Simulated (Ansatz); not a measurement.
# SiB6, space group Pm-3m: a projected density of states

Computed with Ansatz's Python interface.

The cells in order, each with its output:

In [1]:
```python
import ansatz
import matplotlib.pyplot as plt
import numpy as np

lattice = ansatz.Lattice.of(
    (4.13, 0.0, 0.0),
    (0.0, 4.13, 0.0),
    (0.0, 0.0, 4.13),
)
sites = [
    ('Si', (0.0, 0.0, 0.0)),
    ('B', (0.21, 0.5, 0.5)),
    ('B', (0.5, 0.21, 0.5)),
    ('B', (0.79, 0.5, 0.5)),
    ('B', (0.5, 0.79, 0.5)),
    ('B', (0.5, 0.5, 0.21)),
    ('B', (0.5, 0.5, 0.79)),
]
structure = ansatz.Crystal(lattice=lattice)
for symbol, position in sites:
    structure = structure.atom(symbol, position)
```

In [2]:
```python
len(structure.resolved().sites)
```
Out [2]:
```text
7
```

In [3]:
```python
model = (
    structure.calculation()
    .basis(420)
    .kpoints(length=20)
    .functional(ansatz.Functional.PBE)
    .occupations('cold')
    .scf(extra_bands=20)
    .density_of_states(projected=True, energy_step=0.1)
)
outcome = model.run(threads=1, backend='cpu')
r = outcome.report
```

In [4]:
```python
r['kpoints_frac'][:4]
```
Out [4]:
```text
[[0.0, 0.0, 0.0], [0.0, 0.0, 0.2], [0.0, 0.0, 0.4], [0.0, 0.2, 0.2]]
```

In [5]:
```python
dos = outcome.density_of_states()
energy = np.asarray(dos.energies_ev) - dos.fermi_ev
curves = {}
for site in outcome.projected_density_of_states().sites:
    for shell in site.shells:
        weight = sum(np.sum(curve.g_bin_mean_per_ev, axis=0) for curve in shell.curves)
        name = f'{site.species} {shell.label}'
        curves[name] = curves.get(name, 0) + weight
```

In [6]:
```python
window = (energy > -8) & (energy < 6)
fig, ax = plt.subplots(figsize=(5.5, 3.5))
for name, g in curves.items():
    if g[window].max() > 0.05:
        ax.plot(energy[window], g[window], label=name, lw=1)
        print(f'{name:8s} peak {g[window].max():7.3f} states/eV at {energy[window][g[window].argmax()]:6.2f} eV')
ax.set(xlabel='E - E_F (eV)', ylabel='states/eV')
ax.legend(fontsize=7)
fig.tight_layout()
fig.savefig('pdos.png', dpi=100)
```
```text
Si 3S    peak   1.057 states/eV at  -6.11 eV
Si 3P    peak   4.370 states/eV at   1.69 eV
B 2S     peak   1.091 states/eV at  -7.51 eV
B 2P     peak   5.820 states/eV at  -1.51 eV
```

Notes:
- Along an axis with an odd division the mesh misses the point at one half; a gap read on a finite mesh is an upper bound on this functional's gap.
- Semilocal gaps usually lie well under measured ones.
- Peaks are the largest values inside the energy window taken; deeper bands lie outside it.
- The crystal has a gap of about 0.54 eV on the mesh; bins of finite width blur the band edges.
- The starting cell is as deposited in a crystallographic database; the results hold for this polymorph, which needn't be the stable one.
- Curves are summed over the cell's atoms. Only shells that the potentials hold have channels, so projections don't add up to the total, least of all where a shell is missing (p of most metals); heights and places of peaks move with the mesh.
- The density of states is complete only as far up as bands were computed.
- Run time: 1.5 s on 1 thread of Intel(R) Xeon(R) 6975P-C (Granite Rapids) (shared host), peak memory 0.41 GiB.
